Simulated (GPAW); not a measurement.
Runs of GPAW 26.7.0 on NbP. The cell holds a slab with vacuum, 8 atoms: a = 3.350 Å, b = 3.350 Å, c = 24.561 Å, α = 90.00°, β = 90.00°, γ = 90.00°. 

```tsv
task	level	potentials or basis	cell	series job	gap on the mesh (eV)	largest force (eV/Å)	work function (eV)
single point	RPBE	the program's PAW data sets (release 1.2.1) made for this functional, pw	the (0 0 1) slab of NbP, cut from the database cell, not relaxed	-	none	0.95	5.24
single point	LDA	the program's PAW data sets (release 1.2.1) made for this functional, pw	the (0 0 1) slab of NbP, cut from the database cell, not relaxed	-	none	(a)	(b)
single point	PBEsol	PAW data sets generated in the run's folder for this functional, pw	the (0 0 1) slab of NbP, cut from the database cell, not relaxed	-	none	1.40	5.37
single point	revPBE	the program's PAW data sets (release 1.2.1) made for this functional, pw	the (0 0 1) slab of NbP, cut from the database cell, not relaxed	-	none	0.99	5.24
```

Alike in all rows: no spin polarisation; k mesh 8 × 8 × 1; cutoff (eV) 450; smearing fermi-dirac 0.05 eV.

Task: Fill in the values left out.

Result: (a) 1.61; (b) 5.53.

A k mesh can miss the band edges, and the runs leave out spin-orbit coupling on Nb.

A gap of «none» marks a metal or a gap under the smearing width.

Runs at the PBE level aren't shown here.
